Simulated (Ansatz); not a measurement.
This script makes an equation of state with a fit of GdTl, space group Pm-3m with the Ansatz DFT code, driven from Python.

Script `gdtl_eos.py`:
```python
"""Equation of state of GdTl."""

import warnings

import ansatz
import numpy as np

vectors0 = np.array([
    [3.81356485, 0.0, 0.0],
    [0.0, 3.81356485, 0.0],
    [0.0, 0.0, 3.81356485],
])
sites = [
    ("Gd", (0.0, 0.0, 0.0), 7),
    ("Tl", (0.5, 0.5, 0.5), 0.0),
]


def on_lattice(cell):
    crystal = ansatz.Crystal(lattice=ansatz.Lattice.of(cell))
    for symbol, position, moment in sites:
        crystal = crystal.atom(symbol, position, moment=moment or None)
    return crystal

warnings.simplefilter("ignore", ansatz.DeckWarning)

# scale the volume, keep shape and fractions
volumes, energies, pressures = [], [], []
for scale in np.linspace(0.94, 1.06, 7):
    cell = vectors0 * scale ** (1 / 3)
    base = on_lattice(cell).calculation()
    base = base.functional("pbesol")
    base = base.occupations(ansatz.OccupationsMethod.FERMI_DIRAC, width=0.15).spin("collinear")
    base = base.basis(500)
    base = base.kpoints(8, 8, 8)
    base = base.stress()
    r = base.run().report
    volumes.append(abs(np.linalg.det(cell)) / len(sites))
    energies.append(r["free_energy_ev"] / len(sites))
    pressures.append(np.trace(r["stress_gpa"]) / 3)
    print(f"V = {volumes[-1]:8.4f} A^3/atom  F = {energies[-1]:.5f} eV/atom  P = {pressures[-1]:8.3f} GPa")

# third-order Birch-Murnaghan: a cubic in V^(-2/3)
x = np.array(volumes) ** (-2 / 3)
poly = np.polynomial.Polynomial.fit(x, energies, 3).convert()
roots = poly.deriv().roots()
x0 = min((r.real for r in roots if abs(r.imag) < 1e-9 and poly.deriv(2)(r.real) > 0), key=lambda r: abs(r - x.mean()))
v0 = x0 ** -1.5
b0 = 4 / 9 * poly.deriv(2)(x0) * v0 ** (-7 / 3) * 160.21766
b1 = 4 + 2 / 3 * x0 * poly.deriv(3)(x0) / poly.deriv(2)(x0)
print(f"V0 = {v0:.4f} A^3/atom, B0 = {b0:.1f} GPa, dB/dP = {b1:.2f}")
```

Its results, one of them left out:

| V (Å³/atom) | F less the lowest row shown (meV/atom) |
| --- | --- |
| 26.067 | ? |
| 26.622 | 1.28 |
| 27.176 | 0.00 |
| 27.731 | 2.58 |
| 28.285 | 8.58 |
| 28.840 | 17.61 |
| 29.395 | 29.31 |

What is the missing energy at 26.067 Å³ an atom?

A third-order Birch-Murnaghan fit, E = E0 + (9 V0 B0 / 16) [(t - 1)³ B' + (t - 1)² (6 - 4t)] with t = (V0/V)^(2/3), through the 6 rows shown gives V0 = 27.073 Å³, B0 = 55.7 GPa, B' = 4.97 and E0 = -0.07 meV. At V = 26.067 Å³, t = 1.02556, and the fit extrapolates to 6.93 meV. The run gave 6.92 meV, a miss of 0.01 meV.

What to keep in mind:
- Open f shells: without a Hubbard U, without spin-orbit coupling; the state reached hangs on the start and needn't be the lowest.
- The mesh is modest for a metal, so energies can be off by several to tens of meV an atom and pressures by half a GPa or more; differences at equal mesh fare better.
- Pressure is positive in compression.
- The structure comes from a database of computed cells and needn't be a stable or known phase.
- Wall time of the script: 56 s on 1 thread of Arm Neoverse V2 (shared host), peak memory 0.52 GiB.
